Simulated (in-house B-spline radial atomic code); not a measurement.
# Sn⁴⁹⁺: isotopes

Aim: how the levels of Sn⁴⁹⁺ shift from isotope to isotope, through nuclear size; the mass enters as a recoil term, given apart.

The numbers are computed with in-house B-spline radial atomic code version 1 (Dirac-Hartree-Fock, average of configuration, Fermi nucleus, basis-set limit), except any that are marked as measured or tabulated.

## (1) The system

- element: tin (Z = 50)
- charge: +49
- electrons: 1
- configuration: 1s1
- Hamiltonian: Dirac-Coulomb
- nucleus: Fermi, rms radius 4.561 fm

Settings, as recorded:

```ini
Z = 50
electrons = 1.0
configuration = 1s1
hamiltonian = dirac
method = hf
spin_polarised = False
nucleus = fermi
rms_radius = 4.5605
mass_number = 108
atomic_mass = 107.91189429
speed_of_light = 137.035999084
```

From the earlier run of the reference: total energy -1294.556885 hartree (electron-nucleus part -2684.7303, recoil term 0.006580997). Levels, eight at most:

```csv
orbital,occupation,energy (eV),<r> (bohr)
1s1/2,1,-35226.7,0.02862
```

## (2) Mass number 117

Settings, as recorded:

```ini
Z = 50
electrons = 1.0
configuration = 1s1
hamiltonian = dirac
method = hf
spin_polarised = False
nucleus = fermi
rms_radius = 4.6302
mass_number = 117
atomic_mass = 116.902954036
speed_of_light = 137.035999084
```

## (3) Mass number 118

Settings, as recorded:

```ini
Z = 50
electrons = 1.0
configuration = 1s1
hamiltonian = dirac
method = hf
spin_polarised = False
nucleus = fermi
rms_radius = 4.6393
mass_number = 118
atomic_mass = 117.90160663
speed_of_light = 137.035999084
```

## (4) Mass number 119

Settings, as recorded:

```ini
Z = 50
electrons = 1.0
configuration = 1s1
hamiltonian = dirac
method = hf
spin_polarised = False
nucleus = fermi
rms_radius = 4.6438
mass_number = 119
atomic_mass = 118.903311266
speed_of_light = 137.035999084
```

## (5) Mass number 120

Settings, as recorded:

```ini
Z = 50
electrons = 1.0
configuration = 1s1
hamiltonian = dirac
method = hf
spin_polarised = False
nucleus = fermi
rms_radius = 4.6519
mass_number = 120
atomic_mass = 119.902202557
speed_of_light = 137.035999084
```

## (6) Mass number 121

Settings, as recorded:

```ini
Z = 50
electrons = 1.0
configuration = 1s1
hamiltonian = dirac
method = hf
spin_polarised = False
nucleus = fermi
rms_radius = 4.6566
mass_number = 121
atomic_mass = 120.904243488
speed_of_light = 137.035999084
```

## (7) Mass number 122

Settings, as recorded:

```ini
Z = 50
electrons = 1.0
configuration = 1s1
hamiltonian = dirac
method = hf
spin_polarised = False
nucleus = fermi
rms_radius = 4.6634
mass_number = 122
atomic_mass = 121.903445494
speed_of_light = 137.035999084
```

## (8) Mass number 123

Settings, as recorded:

```ini
Z = 50
electrons = 1.0
configuration = 1s1
hamiltonian = dirac
method = hf
spin_polarised = False
nucleus = fermi
rms_radius = 4.6665
mass_number = 123
atomic_mass = 122.905727065
speed_of_light = 137.035999084
```

## (9) Mass number 124

Settings, as recorded:

```ini
Z = 50
electrons = 1.0
configuration = 1s1
hamiltonian = dirac
method = hf
spin_polarised = False
nucleus = fermi
rms_radius = 4.6735
mass_number = 124
atomic_mass = 123.905279619
speed_of_light = 137.035999084
```

By how much, and in which direction, does each change move the total energy and the levels?

**Answer**, as computed:

All values are changes from the reference run; energy changes under 3e-05 eV count as noise.

| change | rms radius (fm) | δ<r²> (fm²) | Δ total energy (eV) | Δ recoil term, not in the total or the levels (eV) | Δ 1s1/2 level (eV) |
| --- | --- | --- | --- | --- | --- |
| mass number 117 | 4.6302 | +0.641 | +0.05384 | -0.01377 | +0.05384 |
| mass number 118 | 4.6393 | +0.725 | +0.06092 | -0.01517 | +0.06092 |
| mass number 119 | 4.6438 | +0.767 | +0.06443 | -0.01655 | +0.06443 |
| mass number 120 | 4.6519 | +0.842 | +0.07075 | -0.01791 | +0.07075 |
| mass number 121 | 4.6566 | +0.886 | +0.07442 | -0.01924 | +0.07442 |
| mass number 122 | 4.6634 | +0.949 | +0.07973 | -0.02055 | +0.07973 |
| mass number 123 | 4.6665 | +0.978 | +0.08216 | -0.02185 | +0.08216 |
| mass number 124 | 4.6735 | +1.043 | +0.08764 | -0.02312 | +0.08764 |

What this shows: The total energy moves by 84.0 meV for each fm² of δ<r²> (from mass number 124): a larger nucleus binds the s electrons less. For that pair the recoil (mass) term changes by 0.023 eV against 0.088 eV from size, so size rules the shift. The recoil term is approximate.
